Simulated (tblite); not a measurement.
# C8H13OP: the cost of one run

Computed with tblite 0.8.0 and PySCF 2.14.0, with density-fitted response routines of our own, on a single molecule in the gas phase. Atoms are numbered from 0 throughout.

## 1. The starting structure

23 atoms, charge 0, multiplicity 1; geometry from: force field or distance geometry start.

Bonds of the start (Å): C0–C1 1.20, C1–P2 1.79, P2–O3 1.49, P2–C4 1.78, C4–C5 1.32, P2–C6 1.79, C6–C7 1.52, C6–C8 1.48, C6–C9 1.49, C0–H10 1.07, C4–H11 1.10, C5–H12 1.06, C5–H13 1.10, C7–H14 1.09, C7–H15 1.10, C7–H16 1.12, C8–H17 1.08, C8–H18 1.14, C8–H19 0.67, C9–H20 1.11, C9–H21 1.12, C9–H22 1.11.

## 2. Optimising the geometry with GFN2-xTB

The job: settings as JSON, then the geometry in Å.

```
{"job": {"kind": "relax", "xc": "GFN2-xTB", "basis": "xTB"}, "charge": 0, "multiplicity": 1}
C      1.608300     2.498800    -1.772200
C      1.273300     1.448100    -1.303200
P      0.832100    -0.119200    -0.560400
O      0.924500    -1.176400    -1.601500
C      1.881100    -0.451100     0.832900
C      2.469400    -1.614400     1.045200
C     -0.875900    -0.001600    -0.025800
C     -0.848700    -0.065300     1.491000
C     -1.546100    -1.245800    -0.466600
C     -1.565700     1.190400    -0.589000
H      1.894900     3.441800    -2.186100
H      2.040800     0.374500     1.537700
H      2.378800    -2.478900     0.431900
H      3.104200    -1.684200     1.937700
H     -0.296700     0.766700     1.925400
H     -1.873200    -0.189700     1.882800
H     -0.244100    -0.987200     1.710300
H     -1.092500    -1.883000    -1.207300
H     -2.687300    -1.261800    -0.490400
H     -2.199300    -1.130400    -0.392000
H     -2.474700     0.941000    -1.173500
H     -1.883900     1.918600     0.199200
H     -0.824000     1.736200    -1.215700
```

Launch:

```
> OMP_NUM_THREADS=1 python probes_run.py task.json out
```

This one command runs all jobs of the session in turn.

Q: Estimate the wall time and peak memory of this first job on 1 thread of Arm Neoverse V1, shared host.

About 1.9 s, with a peak of 0.18 GiB.
